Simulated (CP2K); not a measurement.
# CH6O2Sn (SMILES O[CH2][SnH2][OH]): a chain of runs

Wanted: a geometry optimisation (singlet CH6O2Sn, GFN2-xTB), then energy and forces (triplet CH6O2Sn, GFN2-xTB), then a geometry optimisation (triplet CH6O2Sn, GFN2-xTB), then energy and forces (singlet CH6O2Sn, GFN2-xTB) of CH6O2Sn. 

The calculation is run with CP2K 2026.2.

3 further runs of the same task are left out: 1 that didn't finish, 2 set aside as unsound or not needed.

### Step 1. The structure to begin with

CH6O2Sn: 10 atoms, total charge 0, spin state singlet. As SMILES, `O[CH2][SnH2][OH]`. Geometry: a GFN2-xTB relaxation, a rough one for these elements and not checked as a minimum. This is one conformer, not always the lowest. The run starts from this shape.

Bond lengths: O1–C2 1.406 Å, C2–Sn3 2.189 Å, Sn3–O4 1.963 Å, O1–H5 0.962 Å, C2–H6 1.095 Å, C2–H7 1.096 Å, Sn3–H8 1.691 Å, Sn3–H9 1.668 Å, O4–H10 0.955 Å. Some angles: O1–C2–Sn3 108.0°, C2–Sn3–O4 107.1°, O1–C2–H6 111.5°, O1–C2–H7 111.3°, Sn3–C2–H6 108.3°, Sn3–C2–H7 109.5°, C2–O1–H5 109.0°, C2–Sn3–H8 114.4°, C2–Sn3–H9 115.5°, O4–Sn3–H8 108.4°.

### Step 2. A geometry optimisation at GFN2-xTB (run 1)

The input, run.inp:

```
&GLOBAL
   PROJECT_NAME run
   RUN_TYPE GEO_OPT
   PRINT_LEVEL LOW
&END GLOBAL

! ionic moves
&MOTION
   &GEO_OPT
      OPTIMIZER LBFGS
      MAX_ITER 100
      MAX_FORCE 4.5E-04
      RMS_FORCE 3.0E-04
   &END GEO_OPT
   ! extra output
   &PRINT
      &TRAJECTORY
         &EACH
            GEO_OPT 1
         &END EACH
      &END TRAJECTORY
      &FORCES ON
         &EACH
            GEO_OPT 1
         &END EACH
      &END FORCES
      &RESTART OFF
      &END RESTART
      &RESTART_HISTORY OFF
      &END RESTART_HISTORY
   &END PRINT
&END MOTION

&FORCE_EVAL
   METHOD Quickstep
   &DFT
      ! Quickstep
      &QS
         METHOD XTB
         EPS_DEFAULT 1.0E-10
         &XTB
            GFN_TYPE TBLITE
            &TBLITE
               METHOD GFN2
            &END TBLITE
            CHECK_ATOMIC_CHARGES F
         &END XTB
      &END QS
      ! cluster boundary conditions
      &POISSON
         PERIODIC NONE
         POISSON_SOLVER ANALYTIC
      &END POISSON
      ! SCF settings
      &SCF
         SCF_GUESS ATOMIC
         EPS_SCF 1.0E-07
         MAX_SCF 150
         ADDED_MOS 8
         &DIAGONALIZATION
            ALGORITHM STANDARD
         &END DIAGONALIZATION
         &MIXING
            METHOD DIRECT_P_MIXING
            ALPHA 0.4
         &END MIXING
      &END SCF
      ! extra output
      &PRINT
         &MOMENTS
            PERIODIC F
            REFERENCE COM
            MAX_MOMENT 1
         &END MOMENTS
         &MULLIKEN OFF
         &END MULLIKEN
         &HIRSHFELD OFF
         &END HIRSHFELD
      &END PRINT
   &END DFT
   ! structure
   &SUBSYS
      &CELL
         ABC 21.3 20.1 19.7
         PERIODIC NONE
      &END CELL
      &COORD
         O     -2.072170     0.372980    -0.175010
         C     -0.724970     0.715400    -0.385730
         Sn     0.518900    -0.792710     0.600030
         O      2.391400    -0.304350     0.267850
         H     -2.631980     1.042780    -0.580150
         H     -0.486850     1.693830     0.045350
         H     -0.485070     0.745570    -1.455120
         H      0.273540    -2.370850     0.044420
         H      0.501460    -0.760390     2.267710
         H      2.715730    -0.342270    -0.629340
      &END COORD
      &TOPOLOGY
         &CENTER_COORDINATES
         &END CENTER_COORDINATES
      &END TOPOLOGY
   &END SUBSYS
&END FORCE_EVAL
```

Launch:

```sh
$ OMP_NUM_THREADS=1 cp2k.psmp run.inp > run.out
```

The log of the run:

```text
CP2K| version string:                                       CP2K version 2026.2
[...]
 GLOBAL| Method name                                                        CP2K
[...]
 GLOBAL| Run type                                                        GEO_OPT
[...]
                             - Atoms:                                         10
[...]
                             - Spherical basis functions:                     27
[...]
 Number of electrons:                                                         26
[...]
  *** SCF run converged in    24 steps ***
[...]
 ENERGY| Total FORCE_EVAL ( QS ) energy [hartree]            -15.378690362435908
[...]
 OPT| Step number                                                              1
[...]
 OPT| Total energy [hartree]                                      -15.3786905156
[...]
 ***                    GEOMETRY OPTIMIZATION COMPLETED                      ***
[...]
  *** SCF run converged in     1 steps ***
[...]
  Fermi energy:                                                -0.24944891037550
[...]
 TB_DIPOLE| Moment [Debye]         -0.85780381       0.21423992      -1.17677058
 TB_DIPOLE| Derivative [a.u.]       0.00000000       0.00000000       0.00000000
 ENERGY| Total FORCE_EVAL ( QS ) energy [hartree]            -15.378690515567554
[...]
```

Wall time 0.99 s (1 thread of Intel Xeon 6975P-C (Granite Rapids), shared host); peak memory 0.19 GiB.

### Step 3. The triplet: energy and forces at GFN2-xTB (run 2)

The input, mol.inp:

```
&global
  project mol
  run_type ENERGY_FORCE
  print_level MEDIUM
&end global

&force_eval
  method Quickstep
  &dft
    multiplicity 3
    unrestricted_kohn_sham T
    &qs
      method XTB
      eps_default 1.0E-10
      &xtb
        gfn_type TBLITE
        &tblite
          method GFN2
        &end tblite
        check_atomic_charges F
      &end xtb
    &end qs
    &poisson
      periodic NONE
      poisson_solver ANALYTIC
    &end poisson
    &scf
      scf_guess ATOMIC
      eps_scf 1.0E-07
      max_scf 150
      added_mos 4
      &diagonalization
        algorithm STANDARD
      &end diagonalization
      &mixing
        method DIRECT_P_MIXING
        alpha 0.4
      &end mixing
    &end scf
    &print
      &moments
        periodic F
        reference COM
        max_moment 1
      &end moments
      &mo ON
        energies T
        occupation_numbers T
        ndigits 6
        &each
          qs_scf 0
        &end each
        add_last NUMERIC
      &end mo
      &hirshfeld OFF
      &end hirshfeld
    &end print
  &end dft
  &subsys
    &cell
      abc 21.3 20.1 19.7
      periodic NONE
    &end cell
    &coord
      O      8.536267    10.761294     9.268856
      C      9.883131    11.103724     9.058062
      Sn    11.126927     9.595835    10.043676
      O     12.999587    10.084184     9.711364
      H      7.975922    11.431568     8.863389
      H     10.121245    12.082398     9.489002
      H     10.123023    11.134142     7.988551
      H     10.881710     8.017644     9.488129
      H     11.109556     9.628076    11.711535
      H     13.323873    10.046225     8.814496
    &end coord
    &topology
      &center_coordinates
      &end center_coordinates
    &end topology
  &end subsys
  &print
    &forces ON
    &end forces
  &end print
&end force_eval
```

Launch:

```sh
$ OMP_NUM_THREADS=1 cp2k.psmp mol.inp > mol.out
```

The log of the run:

```text
CP2K| version string:                                       CP2K version 2026.2
[...]
 GLOBAL| Method name                                                        CP2K
[...]
 GLOBAL| Run type                                                   ENERGY_FORCE
[...]
                             - Atoms:                                         10
[...]
                             - Spherical basis functions:                     27
[...]
 Number of electrons:                                                         14
[...]
  *** SCF run converged in    23 steps ***
[...]
  Fermi energy:                                                -0.24675713638492
[...]
 TB_DIPOLE| Moment [Debye]         -0.85780647       0.21424029      -1.17677145
 TB_DIPOLE| Derivative [a.u.]       0.00000000       0.00000000       0.00000000
[...]
 ENERGY| Total FORCE_EVAL ( QS ) energy [hartree]            -15.378690515282971
 FORCES| Atomic forces [hartree/bohr]
 FORCES|   Atom     x               y               z               |f|
 FORCES|      1 -2.37318157E-04  2.40713355E-04 -1.10288207E-04   3.55564784E-04
 FORCES|      2  1.01208763E-04 -8.95438965E-06  4.72024939E-06   1.01713694E-04
 FORCES|      3 -9.01678140E-06  4.13626058E-06 -4.58177758E-06   1.09271993E-05
 FORCES|      4 -7.12293245E-05  2.87900888E-05  1.01277486E-04   1.27120475E-04
 FORCES|      5  1.61619662E-04 -1.99864741E-04  1.22951789E-04   2.84928013E-04
 FORCES|      6 -3.04555026E-05 -1.85598489E-05 -6.16193467E-05   7.11965555E-05
 FORCES|      7 -3.41958442E-05  3.67838927E-05  1.73325427E-05   5.31302886E-05
 FORCES|      8  3.80387873E-05 -1.62776485E-05  2.30361301E-06   4.14393269E-05
 FORCES|      9 -2.78566334E-05 -3.95552553E-05  7.46573076E-05   8.89624855E-05
 FORCES|     10  1.09205031E-04 -2.72117138E-05 -1.46753656E-04   1.84940130E-04
 FORCES| Sum    -1.78893358E-17  1.34125973E-16  1.59621665E-16
 FORCES| Total atomic force                                       2.09257929E-16
[...]
```

It took 1.1 s on 1 thread of Intel Xeon 6975P-C (Granite Rapids), shared host; peak memory 0.19 GiB.

### Step 4. The triplet: a structure relaxation at GFN2-xTB (run 3)

The input, molecule.inp:

```
&GLOBAL
   PROJECT molecule
   RUN_TYPE GEO_OPT
   PRINT_LEVEL LOW
&END GLOBAL

&FORCE_EVAL
   METHOD QUICKSTEP
   &DFT
      CHARGE 0
      MULTIPLICITY 3
      SPIN_POLARIZED T
      &QS
         METHOD XTB
         EPS_DEFAULT 1.0E-10
         &XTB
            GFN_TYPE TBLITE
            &TBLITE
               METHOD GFN2
            &END TBLITE
            CHECK_ATOMIC_CHARGES F
         &END XTB
      &END QS
      &POISSON
         PERIODIC NONE
         POISSON_SOLVER ANALYTIC
      &END POISSON
      &SCF
         SCF_GUESS ATOMIC
         EPS_SCF 1.0E-07
         MAX_SCF 150
         ADDED_MOS 4
         &DIAGONALIZATION
            ALGORITHM STANDARD
         &END DIAGONALIZATION
         &MIXING
            METHOD DIRECT_P_MIXING
            ALPHA 0.4
         &END MIXING
      &END SCF
      # extra output
      &PRINT
         &MOMENTS
            PERIODIC F
            REFERENCE COM
            MAX_MOMENT 1
         &END MOMENTS
         &MULLIKEN OFF
         &END MULLIKEN
         &HIRSHFELD OFF
         &END HIRSHFELD
      &END PRINT
   &END DFT
   # atoms, cell and kinds
   &SUBSYS
      &CELL
         ABC [angstrom] 21.3 20.1 19.7
         PERIODIC NONE
      &END CELL
      &COORD
         O      8.536267    10.761294     9.268856
         C      9.883131    11.103724     9.058062
         Sn    11.126927     9.595835    10.043676
         O     12.999587    10.084184     9.711364
         H      7.975922    11.431568     8.863389
         H     10.121245    12.082398     9.489002
         H     10.123023    11.134142     7.988551
         H     10.881710     8.017644     9.488129
         H     11.109556     9.628076    11.711535
         H     13.323873    10.046225     8.814496
      &END COORD
      &TOPOLOGY
         &CENTER_COORDINATES
         &END CENTER_COORDINATES
      &END TOPOLOGY
   &END SUBSYS
&END FORCE_EVAL

# ionic moves
&MOTION
   &GEO_OPT
      OPTIMIZER LBFGS
      MAX_ITER 100
      MAX_FORCE 4.5E-04
      RMS_FORCE 3.0E-04
   &END GEO_OPT
   # extra output
   &PRINT
      &TRAJECTORY
         &EACH
            GEO_OPT 1
         &END EACH
      &END TRAJECTORY
      &FORCES ON
         &EACH
            GEO_OPT 1
         &END EACH
      &END FORCES
      &RESTART OFF
      &END RESTART
      &RESTART_HISTORY OFF
      &END RESTART_HISTORY
   &END PRINT
&END MOTION
```

Launch:

```sh
$ OMP_NUM_THREADS=1 cp2k.psmp molecule.inp > molecule.out
```

The log of the run:

```text
CP2K| version string:                                       CP2K version 2026.2
[...]
 GLOBAL| Method name                                                        CP2K
[...]
 GLOBAL| Run type                                                        GEO_OPT
[...]
                             - Atoms:                                         10
[...]
                             - Spherical basis functions:                     27
[...]
 Number of electrons:                                                         14
[...]
  *** SCF run converged in    23 steps ***
[...]
 ENERGY| Total FORCE_EVAL ( QS ) energy [hartree]            -15.378690515282971
[...]
 OPT| Step number                                                              1
[...]
 OPT| Total energy [hartree]                                      -15.3786906798
[...]
 ***                    GEOMETRY OPTIMIZATION COMPLETED                      ***
[...]
  *** SCF run converged in     4 steps ***
[...]
  Fermi energy:                                                -0.24587701358534
[...]
 TB_DIPOLE| Moment [Debye]         -0.85632116       0.21384395      -1.17692357
 TB_DIPOLE| Derivative [a.u.]       0.00000000       0.00000000       0.00000000
 ENERGY| Total FORCE_EVAL ( QS ) energy [hartree]            -15.378690679804068
[...]
```

Wall time 1.1 s (1 thread of Intel Xeon 6975P-C (Granite Rapids), shared host); peak memory 0.19 GiB.

### Step 5. Energy and forces at GFN2-xTB (run 4)

The input, run.inp:

```
&GLOBAL
  PROJECT_NAME run
  RUN_TYPE ENERGY_FORCE
  PRINT_LEVEL MEDIUM
&END GLOBAL

&FORCE_EVAL
  METHOD Quickstep
  &DFT
    # Quickstep
    &QS
      METHOD XTB
      EPS_DEFAULT 1.0E-10
      &XTB
        GFN_TYPE TBLITE
        &TBLITE
          METHOD GFN2
        &END TBLITE
        CHECK_ATOMIC_CHARGES F
      &END XTB
    &END QS
    &POISSON
      PERIODIC NONE
      POISSON_SOLVER ANALYTIC
    &END POISSON
    &SCF
      SCF_GUESS ATOMIC
      EPS_SCF 1.0E-07
      MAX_SCF 150
      ADDED_MOS 8
      &DIAGONALIZATION
        ALGORITHM STANDARD
      &END DIAGONALIZATION
      &MIXING
        METHOD DIRECT_P_MIXING
        ALPHA 0.4
      &END MIXING
    &END SCF
    # extra output
    &PRINT
      &MOMENTS
        PERIODIC F
        REFERENCE COM
        MAX_MOMENT 1
      &END MOMENTS
      &MO ON
        ENERGIES T
        OCCUPATION_NUMBERS T
        NDIGITS 6
        &EACH
          QS_SCF 0
        &END EACH
        ADD_LAST NUMERIC
      &END MO
      &HIRSHFELD OFF
      &END HIRSHFELD
    &END PRINT
  &END DFT
  &SUBSYS
    &CELL
      ABC 21.3 20.1 19.7
      PERIODIC NONE
    &END CELL
    &COORD
      O      8.536233    10.761411     9.268750
      C      9.883292    11.103698     9.058022
      Sn    11.127024     9.595816    10.043630
      O     12.999649    10.084179     9.711379
      H      7.976117    11.431432     8.863416
      H     10.121330    12.082366     9.488924
      H     10.123106    11.134142     7.988518
      H     10.881834     8.017614     9.488087
      H     11.109643     9.628032    11.711535
      H     13.324038    10.046188     8.814369
    &END COORD
    &TOPOLOGY
      &CENTER_COORDINATES
      &END CENTER_COORDINATES
    &END TOPOLOGY
  &END SUBSYS
  # extra output
  &PRINT
    &FORCES ON
    &END FORCES
  &END PRINT
&END FORCE_EVAL
```

Launch:

```sh
$ OMP_NUM_THREADS=1 cp2k.psmp -i run.inp > run.out 2>&1
```

The log of the run:

```text
CP2K| version string:                                       CP2K version 2026.2
[...]
 GLOBAL| Method name                                                        CP2K
[...]
 GLOBAL| Run type                                                   ENERGY_FORCE
[...]
                             - Atoms:                                         10
[...]
                             - Spherical basis functions:                     27
[...]
 Number of electrons:                                                         26
[...]
  *** SCF run converged in    24 steps ***
[...]
  Fermi energy:                                                -0.24945033574725
[...]
 TB_DIPOLE| Moment [Debye]         -0.85632108       0.21384260      -1.17692637
 TB_DIPOLE| Derivative [a.u.]       0.00000000       0.00000000       0.00000000
[...]
 ENERGY| Total FORCE_EVAL ( QS ) energy [hartree]            -15.378690679761117
 FORCES| Atomic forces [hartree/bohr]
 FORCES|   Atom     x               y               z               |f|
 FORCES|      1  9.35621140E-07  1.95448582E-05  2.16082814E-05   2.91512383E-05
 FORCES|      2  1.36346996E-05 -1.43475800E-05  2.95190195E-06   2.00117917E-05
 FORCES|      3 -1.65745406E-05 -3.83853189E-06  9.76382184E-06   1.96158594E-05
 FORCES|      4 -1.26203758E-05  2.51723875E-05 -4.45742953E-05   5.27237212E-05
 FORCES|      5 -1.05115201E-06  1.92105776E-05 -9.20391342E-06   2.13275230E-05
 FORCES|      6 -2.08921362E-05 -5.00356179E-06 -5.19179129E-05   5.61870685E-05
 FORCES|      7 -2.78539117E-05  3.26887352E-05  8.58762833E-06   4.37965885E-05
 FORCES|      8  3.77770218E-05 -1.36333076E-05  1.84304828E-06   4.02040704E-05
 FORCES|      9 -2.87447489E-05 -3.84546745E-05  6.31421054E-05   7.93218006E-05
 FORCES|     10  5.53895228E-05 -2.13389028E-05 -2.20066568E-06   5.93985769E-05
 FORCES| Sum    -1.09538301E-16  2.71050543E-20  7.72079002E-17
 FORCES| Total atomic force                                       1.34013805E-16
[...]
```

Wall time 0.95 s (1 thread of Intel Xeon 6975P-C (Granite Rapids), shared host); peak memory 0.19 GiB.

### Step 6. Outcome

```
                                                  quantity                                   value
                  run 1, GFN2-xTB: total energy at the end                            -15.37869 Eh
run 1, GFN2-xTB: dipole moment (from atomic charges alone)                                  1.47 D
                              run 4, GFN2-xTB: HOMO energy                               -11.23 eV
                              run 4, GFN2-xTB: LUMO energy                                -5.89 eV
                            run 4, GFN2-xTB: HOMO–LUMO gap                                 5.34 eV
                 run 4, GFN2-xTB: largest force on an atom                              0.004 eV/Å
                                            triplet, run 2  no result (the spin typed was ignored)
                                            triplet, run 3  no result (the spin typed was ignored)
```

In words: The dipole (run 1, GFN2-xTB) comes from point charges on the atoms alone, without atomic dipoles, so it is partial. The optimisation (run 1, GFN2-xTB) took 1 steps and changed the energy by -0.000 eV. The dipole (run 4, GFN2-xTB) comes from point charges on the atoms alone, without atomic dipoles, so it is partial. 2 of the 4 runs ended normally but are set aside, since settings or state are in doubt.
